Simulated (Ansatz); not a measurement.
# BBrClH3Si: the cost of one run

Program: Ansatz 0.2.0. Level of theory: RKS CAM-B3LYP/def2-SVP. These are calculated values, not measurements.

### Step 1. The starting structure

Bond lengths: Cl1–Si2 2.078 Å, Si2–B3 1.919 Å, B3–Br4 1.966 Å, Si2–H5 1.478 Å, Si2–H6 1.465 Å, B3–H7 1.235 Å. Angles: Cl1–Si2–B3 108.3°, Cl1–Si2–H5 111.0°, Cl1–Si2–H6 109.0°, B3–Si2–H5 108.1°, B3–Si2–H6 110.1°, H5–Si2–H6 110.3°, Si2–B3–Br4 123.2°, Si2–B3–H7 120.1°, Br4–B3–H7 116.6°.

As a file:

```xyz
7

Cl    0.3504    2.4228    0.2331
Si   -0.5725    0.5616    0.1699
B     0.7564   -0.7550   -0.2578
Br    0.3681   -2.6783   -0.3741
H    -1.6130    0.5225   -0.8794
H    -1.1619    0.2759    1.4800
H     1.9339   -0.4174   -0.4175
```

### Step 2. Preparing the start

The input, input.yaml:

```yaml
crystal:
  periodic: [false, false, false]
  atoms:
    - { symbol: Cl, position_ang: [0.3504, 2.4228, 0.2331] }
    - { symbol: Si, position_ang: [-0.5725, 0.5616, 0.1699] }
    - { symbol: B, position_ang: [0.7564, -0.755, -0.2578] }
    - { symbol: Br, position_ang: [0.3681, -2.6783, -0.3741] }
    - { symbol: H, position_ang: [-1.613, 0.5225, -0.8794] }
    - { symbol: H, position_ang: [-1.1619, 0.2759, 1.48] }
    - { symbol: H, position_ang: [1.9339, -0.4174, -0.4175] }
basis:
  gaussian: { orbitals: def2-SVP }
hamiltonian:
  xc: cam_b3lyp
relax:
  f_tol: 0.02
  max_steps: 40
output:
  orbitals: {}
```

The run is started by

```
$ ansatz run input.yaml --threads 2 --pin off --max-ram 3072MiB --backend cpu --events-out ev --progress --plain --runs-dir out
```

**Question.** How long does this run take on 2 threads of Arm Neoverse N1, shared host, and how much memory does it need?

About 35 s, with a peak of 0.26 GiB.
